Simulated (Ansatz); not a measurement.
# SnTe3: the cost of one run

Program: Ansatz 0.2.0. Level of theory: DFT PBE, scalar-relativistic, plane waves, PAW. These are calculated values, not measurements.

1 further run of the same task is left out (it didn't finish).

## 1. The structure to begin with

It takes space group Fd-3m (No. 227, cubic). Conventional cell: a = 10.292 Å, b = 10.292 Å, c = 10.292 Å, α = 90.00°, β = 90.00°, γ = 90.00°. Sn (site symmetry -43m) is surrounded by 4 Te at 2.23 Å. Te (site symmetry -3m) has 2 Sn at 2.23 Å as nearest neighbours. Around Te (site symmetry -43m) lie 16 Te at 4.27 to 4.46 Å and 4 Sn at 4.46 Å.

As a file:

```
Sn Te
1.0
     0.00000    5.14598    5.14598
     5.14598    0.00000    5.14598
     5.14598    5.14598    0.00000
Sn Te
2 6
Direct
  0.00000 0.00000 0.00000
  0.25000 0.25000 0.25000
  0.12500 0.12500 0.12500
  0.12500 0.12500 0.62500
  0.12500 0.62500 0.12500
  0.62500 0.12500 0.12500
  0.75000 0.75000 0.75000
  0.50000 0.50000 0.50000
```

The cell is invented: random cell by space group and Wyckoff sites (Fd-3m, No. 227). Lengths come from tabulated atomic sizes and are only a guess.

## 2. A first look at the guess

Input file input.yaml:

```yaml
crystal:
  lattice:
    - [0.0, 5.14597895, 5.14597895]
    - [5.14597895, 0.0, 5.14597895]
    - [5.14597895, 5.14597895, 0.0]
  atoms:
    - { symbol: Sn, position: [0.0, 0.0, 0.0] }
    - { symbol: Sn, position: [0.25, 0.25, 0.25] }
    - { symbol: Te, position: [0.125, 0.125, 0.125] }
    - { symbol: Te, position: [0.125, 0.125, 0.625] }
    - { symbol: Te, position: [0.125, 0.625, 0.125] }
    - { symbol: Te, position: [0.625, 0.125, 0.125] }
    - { symbol: Te, position: [0.75, 0.75, 0.75] }
    - { symbol: Te, position: [0.5, 0.5, 0.5] }
basis:
  ecutwfc: 420
kpoints:
  mp_grid: { grid: [4, 4, 4] }
hamiltonian:
  xc: pbe
scf:
  occupations: { method: gaussian, width: 0.1 }
  lower_state_search: "off"
output:
  forces: true
  stress: true
  eigenvalues: true
```

On the command line:

```sh
> ansatz run input.yaml --threads 1 --pin off --max-ram 2560MiB --backend cpu --events-out ev --progress --plain --runs-dir out
```

What time and memory should one allow on 1 thread of Intel Xeon at 2.70GHz, shared host?

About 13 s, with a peak of 0.57 GiB.
